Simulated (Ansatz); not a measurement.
**H6N2OSi (built from SMILES N[SiH](N)O): a reaction path by the nudged elastic band**

What path joins these two structures, and how high does it climb? Both ends were relaxed at PBE0-D4 in triple zeta. A second band with other settings follows.

The runs use Ansatz 0.2.0, Gaussian basis; PBE0-D4/def2-SVP.

16 further runs of the same task are left out: 16 set aside as unsound or not needed.

### Step 1. The starting structure

The first end: 10 atoms, charge 0, spin multiplicity 1.

Atoms are counted from 1 here; the program's logs count them from 0.

Bond lengths: Si1–O2 1.708 Å, Si1–N4 1.755 Å, O2–H6 0.957 Å, H3–N5 1.017 Å, N4–H7 1.007 Å, N4–H8 1.012 Å, N5–H9 1.014 Å, N5–H10 1.014 Å. Angles: O2–Si1–N4 98.3°, Si1–O2–H6 112.6°, Si1–N4–H7 117.6°, Si1–N4–H8 119.0°, H7–N4–H8 110.6°, H3–N5–H9 109.0°, H3–N5–H10 109.1°, H9–N5–H10 109.7°.

As a file:

```xyz
10
charge 0, multiplicity 1
Si    0.3785    0.0133   -0.9902
O    -0.2268   -1.5428   -0.6287
H    -1.3312    0.0444    0.9104
N     1.5173    0.1585    0.3374
N    -1.1361    0.7740    0.2290
H    -0.4671   -2.0356   -1.4132
H     2.3919    0.6230    0.1529
H     1.6571   -0.6321    0.9529
H    -1.9925    1.0021   -0.2636
H    -0.7910    1.5956    0.7130
```

The second end:

```
Si    0.65028    1.62041   -0.53224
O    -0.72229   -1.80055    0.07269
H    -0.92721   -1.00656   -0.43894
N     1.56899    0.34984    0.14769
N    -0.92142    1.16303    0.03891
H    -0.60069   -2.50251   -0.56975
H     2.56590    0.30826    0.01677
H     1.19455   -0.48543    0.57990
H    -1.70751    1.75699   -0.17252
H    -1.10060    0.59663    0.85759
```

### Step 2. The band at PBE0-D4/def2-SVP

neb/in.yaml

```yaml
crystal:
  periodic: [false, false, false]
  atoms:
    - {symbol: Si, position_ang: [0.378459, 0.013263, -0.990160]}
    - {symbol: O, position_ang: [-0.226767, -1.542844, -0.628717]}
    - {symbol: H, position_ang: [-1.331223, 0.044356, 0.910410]}
    - {symbol: N, position_ang: [1.517340, 0.158457, 0.337429]}
    - {symbol: N, position_ang: [-1.136148, 0.773970, 0.229002]}
    - {symbol: H, position_ang: [-0.467107, -2.035647, -1.413155]}
    - {symbol: H, position_ang: [2.391868, 0.623012, 0.152900]}
    - {symbol: H, position_ang: [1.657090, -0.632145, 0.952942]}
    - {symbol: H, position_ang: [-1.992537, 1.002079, -0.263554]}
    - {symbol: H, position_ang: [-0.790973, 1.595598, 0.713004]}
basis:
  gaussian: {orbitals: def2-SVP}
hamiltonian: {xc: pbe0, dispersion: d4}
neb:
  images: 5
  climbing: true
  max_iterations: 40
  initial_path: idpp
  final_atoms:
    - {symbol: Si, position_ang: [0.650278, 1.620408, -0.532235]}
    - {symbol: O, position_ang: [-0.722291, -1.800555, 0.072692]}
    - {symbol: H, position_ang: [-0.927213, -1.006562, -0.438941]}
    - {symbol: N, position_ang: [1.568987, 0.349836, 0.147694]}
    - {symbol: N, position_ang: [-0.921416, 1.163032, 0.038906]}
    - {symbol: H, position_ang: [-0.600689, -2.502505, -0.569749]}
    - {symbol: H, position_ang: [2.565904, 0.308255, 0.016766]}
    - {symbol: H, position_ang: [1.194550, -0.485431, 0.579898]}
    - {symbol: H, position_ang: [-1.707510, 1.756993, -0.172518]}
    - {symbol: H, position_ang: [-1.100600, 0.596630, 0.857589]}
```

Command:

```sh
$ ansatz run in.yaml --threads 4 --pin off --events-out ev --progress --plain --max-ram 9574MiB
```

### Step 3. The band at PBE-D4/def2-SVP, other settings

Changes to neb/in.yaml since step 2:

```diff
@@ -15,8 +15,9 @@
   gaussian: {orbitals: def2-SVP}
-hamiltonian: {xc: pbe0, dispersion: d4}
+hamiltonian: {xc: pbe, dispersion: d4}
 neb:
   images: 5
-  climbing: true
-  max_iterations: 40
+  climbing: false
+  max_iterations: 25
   initial_path: idpp
+  f_tol: 0.1
   final_atoms:
```

**Question.** What will these runs give? Wanted: from earlier runs: barrier over the separately found saddle, CCSD(T)/def2-TZVPP.

The runs gave:

| quantity | value |
| --- | --- |
| PBE0-D4/def2-SVP, 17 iterations | highest 76.5 kJ/mol (image 2), last end +54.7 kJ/mol |
| PBE-D4/def2-SVP, 14 iterations | highest 51.8 kJ/mol (image 6), last end +51.8 kJ/mol |
| from earlier runs: barrier over the separately found saddle, CCSD(T)/def2-TZVPP | 101.9 kJ/mol |

**Reading.** The highest image lies 76.5 kJ/mol above the first end, and it climbed, so it estimates the saddle. The ends are not quite minima at this level (largest force component 0.38 eV/Å), so the heights are unreliable: relaxing the first end would lower it and raise the barrier above it. The highest image is 25.4 kJ/mol below the CCSD(T) barrier in triple zeta, which comes from separate runs on the saddle. The second band's highest image lies at 51.8 kJ/mol, an end point, so it found no barrier.
